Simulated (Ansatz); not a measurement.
# BGeP (quintet): the correlation ladder, cc-pVDZ

An exercise on one series of results from a longer session: the logs are not shown, and one member is left open.

Program: Ansatz 0.2.0, Gaussian basis. Level of theory: cc-pVDZ, core rule «outside noble gas», up to 20 orbitals frozen. These are calculated values, not measurements.

The runs, in order: UHF; CCSD(T) on ROHF; CCSD(T) on UHF; BCCD(T) on ROHF; CISD; CCSDT(Q) on ROHF; CCSDT(Q) on UHF; CASSCF and MRCISD+Q, 10 electrons in 11 orbitals; CASSCF and NEVPT2, 10 electrons in 11 orbitals.

32 further runs of the same task are left out: 3 for a known fault of the program, 12 that didn't finish, 17 set aside as unsound or not needed.

## What is computed

The geometry is a PBE0/def2-TZVP stationary point (not a proven minimum) of the parent state, kept for this charge and spin. No spin-orbit coupling is included. The filled d shell of Ge may be among the frozen orbitals whatever the setting's name suggests; the logs give the count.

3 atoms, charge 0, spin multiplicity 5.

Atoms are counted from 1 here; the program's logs count them from 0.

Bond lengths: B1–Ge2 2.182 Å, B1–P3 1.788 Å, Ge2–P3 2.237 Å. Angles: Ge2–B1–P3 67.8°, B1–Ge2–P3 47.7°, B1–P3–Ge2 64.5°.

Geometry (Å):

```csv
atom,x (Å),y (Å),z (Å)
B1,0.0000,-1.3568,-0.9052
Ge2,0.0000,0.0559,0.7577
P3,0.0000,0.3424,-1.4611
```

The first run:

The input, in.yaml:

```yaml
crystal:
  periodic: [false, false, false]
  atoms:
    - {symbol: B, position_ang: [0.000000, -1.356815, -0.905184]}
    - {symbol: Ge, position_ang: [0.000000, 0.055950, 0.757740]}
    - {symbol: P, position_ang: [0.000000, 0.342363, -1.461116]}
basis:
  gaussian: {orbitals: cc-pVDZ}
magnetization: {spin_polarized: true, initial_magnetization: 4}
hamiltonian: {xc: hf}
output: {orbitals: {seedname: orbitals}}
```

The run is started by

```
ansatz run in.yaml --threads 1 --pin off --events-out ev --progress --plain --max-ram 2393MiB
```

Steps of the session up to this table: UHF; CCSD(T) on ROHF; CCSD(T) on UHF; BCCD(T) on ROHF; CISD; CCSDT(Q) on ROHF; CCSDT(Q) on UHF; CASSCF and MRCISD+Q, 10 electrons in 11 orbitals; CASSCF and NEVPT2, 10 electrons in 11 orbitals.

One table of the session follows, with a row left open; its other results are not shown here.

| method | from UCCSDT(Q) (meV) |
| --- | --- |
| ROHF | +7402.4 |
| UHF | +7197.4 |
| RMP2 | +1198.6 |
| UMP2 | ? |
| CISD | +1099.8 |
| RCCSD | +509.5 |
| UCCSD | +487.7 |
| RCCSD(T) | +94.8 |
| UCCSD(T) | +84.0 |
| BCCD(T) | +94.2 |
| RCCSDT | +53.0 |
| UCCSDT | +39.2 |
| RCCSDT(Q) | +16.0 |
| UCCSDT(Q) | 0 |
| CASSCF valence | +4942.7 |
| NEVPT2 valence | +963.9 |
| MRCISD valence | +525.4 |
| MRCISD+Q valence | +91.2 |

Estimate the missing values for UMP2.

As computed: from UCCSDT(Q) (meV): +1241.6. In the column «from UCCSDT(Q) (meV)» it lies between RMP2 (+1198.6) and CASSCF valence (+4942.7).

Caveats from the session: Restricted and unrestricted rows rest on different reference determinants; where their highest levels disagree by more than a few hundredths of an eV, they describe different states and don't form one ladder.
